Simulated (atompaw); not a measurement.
# A PAW (atompaw) potential for indium, from input to tests

Task: generate the file, and judge it by its logarithmic derivatives, its ghosts and its cutoff.

The numbers are computed with atompaw 4.2.0.5 (PBE, scalar-relativistic, spin-unpolarised reference atom).

**1. The design**

Typed settings, in words:

* element: indium (In, Z = 49)
* type: PAW
* frozen core: [Kr]
* valence charge: 13
* reference configuration: 4d10 5s2 5p1
* partial waves: 5s (bound): rc 2.05 bohr; 5s channel at 0.1 Ry: rc 2.05 bohr; 5p (bound): rc 3.00 bohr; 5p channel at 0.2 Ry: rc 3.00 bohr; 4d (bound): rc 1.20 bohr; 4d channel at -0.2 Ry: rc 1.20 bohr
* local potential: troulliermartins scheme with l = 3 at 0 Ry, radius 2.95 bohr
* core correction: smooth core density matched at 2.85 bohr
* augmentation charge: sinc compensation charge, radius 2.80 bohr; PAW radius 3.00 bohr; waves and projectors: custom rrkj gramschmidtortho

The nodes and maxima of the atom's own shells, from an earlier all-electron run, set the scale for the radii.

All-electron outer shells of the reference configuration (PBE, scalar-relativistic, ld1.x):

```json
{"shell": "4s", "level (eV)": "-119.66", "outermost node (bohr)": "0.41", "outermost maximum (bohr)": "0.77"}
{"shell": "4p", "level (eV)": "-78.13", "outermost node (bohr)": "0.42", "outermost maximum (bohr)": "0.82"}
{"shell": "4d", "level (eV)": "-18.62", "outermost node (bohr)": "0.40", "outermost maximum (bohr)": "0.94"}
{"shell": "5s", "level (eV)": "-8.21", "outermost node (bohr)": "1.02", "outermost maximum (bohr)": "2.16"}
{"shell": "5p", "level (eV)": "-2.52", "outermost node (bohr)": "1.14", "outermost maximum (bohr)": "2.85"}
```

**2. Generating the potential**

File In.input:

```
In 49
GGA-PBE scalarrelativistic loggrid 1500 logderivrange -3 5 201
5 5 4 0 0 0
5 1 1
0 0 0
c
c
c
c
v
c
c
c
v
c
v
2
3.00 2.80 2.95 2.85
y
0.1
n
y
0.2
n
y
-0.2
n
custom rrkj gramschmidtortho sinc
3 0 troulliermartins
2.05
2.05
3.00
3.00
1.20
1.20
PWSCFOUT
UPFDX 0.0125d0 UPFXMIN -7.d0 UPFZMESH 49.d0
END
```

Launch:

```console
$ atompaw < In.input > In.log
```

What does the calculation give? Wanted: cutoffs for 10 and 1 mRy, occupied levels; bound ghosts; largest phase difference near zero energy, channels read; lowest eigenvalue of the overlap; share of valence orbitals outside the PAW sphere; UPF file.

**Answer**, as computed:

```
                                                quantity                     value
               cutoffs for 10 and 1 mRy, occupied levels          80 Ry and 140 Ry
                                            bound ghosts                none found
largest phase difference near zero energy, channels read                 0.010 rad
         lowest eigenvalue of the overlap (Bessel basis)                 0.292 (s)
        share of valence orbitals outside the PAW sphere  5s 29 %, 5p 63 %, 4d 1 %
                                                UPF file                   written
```

In words: By its cutoff, 80 Ry for the looser tolerance, it is hard. The slowest occupied level is 4d: taken alone it needs 80 Ry to come within 1 mRy, against 10 Ry for 5s. No bound ghost shows below the valence levels. Near zero energy the phases of the channels with partial waves agree within 0.010 rad.
